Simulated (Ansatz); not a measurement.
BH4NSe, SMILES NB[SeH]: a ladder of basis sets, run with Ansatz's Python interface.

The script, `basis_bh4nse.py`:
```python
# -*- coding: utf-8 -*-
from dataclasses import dataclass

import ansatz as az
from ase import Atoms


@dataclass(frozen=True)
class RunConfig:
    xc: str = "hf"


opts = RunConfig()

atoms = Atoms(["N", "B", "Se", "H", "H", "H", "H"], positions=[
    [-0.9352, 0.1337, -0.6487],
    [0.2402, 0.3196, 0.2232],
    [1.9337, -0.5737, -0.311],
    [-1.6654, -0.2206, -0.0711],
    [-1.2846, 1.1368, -0.9376],
    [0.1879, 0.9719, 1.2188],
    [1.5846, -1.8357, 0.4807],
])
bh4nse = az.Crystal.molecule_from_ase(atoms)

calculation = bh4nse.calculation().functional(opts.xc)

energies = {}
for basis in ["def2-SVP", "def2-SVPD", "def2-TZVP", "def2-TZVPP"]:
    rep = calculation.basis(gaussian=basis).run().report
    size = rep["n_frozen"] + rep["n_occupied"][0] + rep["n_virtual"][0]
    energies[basis] = (rep["reference_energy_ev"] / 27.211386246, rep["free_energy_ev"] / 27.211386246)
    print(f"{basis:14s} {size:4d} orbitals  reference {energies[basis][0]:14.6f} Ha  total {energies[basis][1]:14.6f} Ha")

last = energies["def2-TZVPP"][1]
for basis, (_, total) in energies.items():
    print(f"{basis:14s} lies {27.211386 * (total - last):9.4f} eV above def2-TZVPP")
```

How far does the total energy move along this ladder of basis sets?

Against def2-SVP: def2-SVPD -9.3 mHa, def2-TZVP -389.4 mHa and def2-TZVPP -391.9 mHa. The last step alone is -2.50 mHa (these two sets differ little on atoms other than hydrogen). From the first set to the last the time grows from 0.8 to 3.2 s.

The run itself:

Output of `python basis_bh4nse.py`:
```text
def2-SVP         80 orbitals  reference   -2480.946461 Ha  total   -2480.946461 Ha
def2-SVPD       113 orbitals  reference   -2480.955719 Ha  total   -2480.955719 Ha
def2-TZVP       134 orbitals  reference   -2481.335888 Ha  total   -2481.335888 Ha
def2-TZVPP      166 orbitals  reference   -2481.338392 Ha  total   -2481.338392 Ha
def2-SVP       lies   10.6650 eV above def2-TZVPP
def2-SVPD      lies   10.4131 eV above def2-TZVPP
def2-TZVP      lies    0.0681 eV above def2-TZVPP
def2-TZVPP     lies    0.0000 eV above def2-TZVPP
```

Reading the output:
- The settings weren't tested for convergence.
- The geometry is a force-field or estimated start, not a minimum of this method, and the last set is no limit. Much of the fall in a total is atomic energy, which cancels in bond and reaction energies.
- Wall time of the script: 7.6 s on 1 thread of Arm Neoverse V1, with other jobs on the host, peak memory 0.38 GiB.

(A comment or docstring line of the script was reworded after the run, the code is as it ran; lines on the test bed's own set-up are left out of the output.)
